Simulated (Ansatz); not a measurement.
Write a Python script for Ansatz 0.2.0 through its Python package that makes the interaction energy of a dimer with the counterpoise correction of CH3NSi, SMILES C1=N[SiH2]1. Level of theory (for the species named): MP2, cc-pVDZ basis, multiplicity 1.

```tsv
atom	x (Å)	y (Å)	z (Å)
C	-0.4118	-0.9813	-0.1186
N	0.7376	-0.8962	0.2569
Si	-0.0250	0.7420	-0.0281
H	-1.0951	-1.7283	-0.3466
H	0.8080	1.3630	-1.1135
H	0.0284	1.4367	1.3036
```

`dimer.py`
```python
"""Interaction energy of two CH3NSi molecules, with the counterpoise correction."""

import ansatz as az

FIRST = [
    ("C", (-0.4188, -0.9706, -0.1109)),
    ("N", (0.7306, -0.8855, 0.2646)),
    ("Si", (-0.032, 0.7527, -0.0204)),
    ("H", (-1.1021, -1.7176, -0.3389)),
    ("H", (0.801, 1.3737, -1.1058)),
    ("H", (0.0214, 1.4474, 1.3113)),
]
SECOND = [
    ("C", (-0.9873, 3.5753, 0.6875)),
    ("N", (-1.492, 4.2546, 1.5554)),
    ("Si", (-2.47, 2.7525, 1.1896)),
    ("H", (-0.1554, 3.609, 0.0681)),
    ("H", (-3.7947, 3.2722, 0.7071)),
    ("H", (-2.5096, 1.9858, 2.4817)),
]

def energy(atoms, ghosts=()):
    molecule = az.Crystal.molecule()
    for symbol, xyz in atoms:
        molecule = molecule.atom(symbol, xyz)
    calc = (
        molecule.calculation()
        .basis(gaussian="cc-pVDZ")
        .correlation("mp2", electrons="all")
    )
    deck = calc.input()
    if ghosts:
        deck = deck.set(az.key.basis.gaussian.ghost_atoms, [{"symbol": s, "position_ang": list(xyz)} for s, xyz in ghosts])
    return az.Session.from_dict(deck).plan().execute().report["free_energy_ev"]

# ghost atoms carry the functions of the partner
both = energy(FIRST + SECOND)
alone = energy(FIRST) + energy(SECOND)
ghosted = energy(FIRST, SECOND) + energy(SECOND, FIRST)
print(f"dimer {both:.6f} eV")
print(f"interaction, uncorrected   {96.485332 * (both - alone):8.3f} kJ/mol")
print(f"interaction, counterpoise  {96.485332 * (both - ghosted):8.3f} kJ/mol")
print(f"basis-set superposition    {96.485332 * (alone - ghosted):8.3f} kJ/mol")
```

```console
$ python dimer.py
dimer -20860.516864 eV
interaction, uncorrected     14.367 kJ/mol
interaction, counterpoise    22.887 kJ/mol
basis-set superposition       8.519 kJ/mol
```

Uncorrected it is 14.367 kJ/mol, with the counterpoise correction 22.887 kJ/mol; the difference, 8.52 kJ/mol, is the superposition error. In this basis both values are repulsive.

Notes:
- These settings explore the input space; basis and method may be short of convergence.
- The dimer is a generated trial pose of unrelaxed monomers, not a minimum, so the figure is no binding energy, and the basis set is small.
- Hardware and time: 4.7 s on 1 thread of AMD EPYC 9R45 96-Core Processor (Zen 5), on a shared host, peak memory 0.3 GiB.

(Lines on the test bed's own set-up are left out of the output.)
